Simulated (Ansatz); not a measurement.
# ClCrFO₂: one species, many methods

An exercise on one series of results from a longer session: the logs are not shown, and one member is left open.

Method: functionals in def2-TZVPP, the program's frozen cores in correlated methods; program: Ansatz 0.2.0, Gaussian basis.

The runs, in order: LDA (SPW92), PBE-D4, revPBE-D4, BLYP-D4, r2SCAN-D4, B97M-V, PBE0-D4, B3LYP-D4, r2SCANh-D4, r2SCAN0-D4, HSE06-D4, BHLYP-D4, CAM-B3LYP-D4, LC-ωPBE, ωB97X-V, ωB97M-V, B2PLYP, PBE-QIDH; CCSD(T)/def2-SVP; CCSD(T)/def2-TZVPP; MP2/def2-QZVPP; extrapolation to the limit; RPA on PBE.

### Structure used throughout

The geometry comes from an earlier relaxation with PBE0-D4 in a triple-zeta def2 set; it is a stationary point.

SMILES `[O]=[Cr](=[O])([F])[Cl]`, 5 atoms, charge 0, spin multiplicity 1.

Atoms are counted from 1 here; the program's logs count them from 0.

Bond lengths: O1–Cr2 1.535 Å, Cr2–O3 1.535 Å, Cr2–F4 1.701 Å, Cr2–Cl5 2.104 Å. Angles: O1–Cr2–O3 108.5°, O1–Cr2–F4 110.3°, O1–Cr2–Cl5 108.7°, O3–Cr2–F4 110.3°, O3–Cr2–Cl5 108.7°, F4–Cr2–Cl5 110.2°.

The first run:

in.yaml reads:

```yaml
crystal:
  periodic: [false, false, false]
  atoms:
    - {symbol: O, position_ang: [-0.329698, -0.458548, 1.471810]}
    - {symbol: Cr, position_ang: [0.020101, -0.119168, 0.015795]}
    - {symbol: O, position_ang: [1.405980, -0.699064, -0.301345]}
    - {symbol: F, position_ang: [-1.146457, -0.769740, -1.037860]}
    - {symbol: Cl, position_ang: [0.099973, 1.972918, -0.189800]}
basis:
  gaussian: {orbitals: def2-TZVPP}
hamiltonian: {xc: lda}
output: {orbitals: {seedname: orbitals}}
```

Steps of the session up to this table: LDA; PBE-D4 (GGA); revPBE-D4 (GGA); BLYP-D4 (GGA); r2SCAN-D4 (meta-GGA); B97M-V (meta-GGA); PBE0-D4 (hybrid); B3LYP-D4 (hybrid); r2SCANh-D4 (hybrid); r2SCAN0-D4 (hybrid); HSE06-D4 (hybrid); BHLYP-D4 (hybrid); CAM-B3LYP-D4 (range-separated); LC-ωPBE-D4 (range-separated; the results give it without D4); ωB97X-V (range-separated); ωB97M-V (range-separated); B2PLYP (double hybrid); PBE-QIDH (double hybrid).

One of the session's tables, all rows but one given; the rest of the session is left out.

It belongs to the step «Frontier levels by functional». 

| functional | HOMO (eV) | LUMO (eV) | gap (eV) |
| --- | --- | --- | --- |
| LDA (SPW92) | -8.67 | -5.96 | 2.70 |
| PBE-D4 | -8.46 | -5.69 | 2.77 |
| revPBE-D4 | ? | ? | ? |
| BLYP-D4 | -8.34 | -5.61 | 2.72 |
| r2SCAN-D4 | -8.86 | -5.83 | 3.03 |
| B97M-V | -8.95 | -5.85 | 3.09 |
| PBE0-D4 | -10.00 | -5.01 | 4.99 |
| B3LYP-D4 | -9.74 | -5.26 | 4.48 |
| r2SCANh-D4 | -9.43 | -5.55 | 3.88 |
| r2SCAN0-D4 | -10.27 | -5.09 | 5.18 |
| HSE06-D4 | -9.59 | -5.39 | 4.20 |
| BHLYP-D4 | -11.39 | -4.12 | 7.28 |
| CAM-B3LYP-D4 | -11.38 | -3.97 | 7.42 |
| LC-ωPBE | -12.71 | -2.80 | 9.91 |
| ωB97X-V | -12.35 | -2.81 | 9.54 |
| ωB97M-V | -12.23 | -2.78 | 9.45 |

**Question.** Estimate the row for revPBE-D4.

**Answer.** HOMO (eV): -8.38; LUMO (eV): -5.59; gap (eV): 2.79. In the column «HOMO (eV)» it lies between PBE-D4 (-8.46) and BLYP-D4 (-8.34).
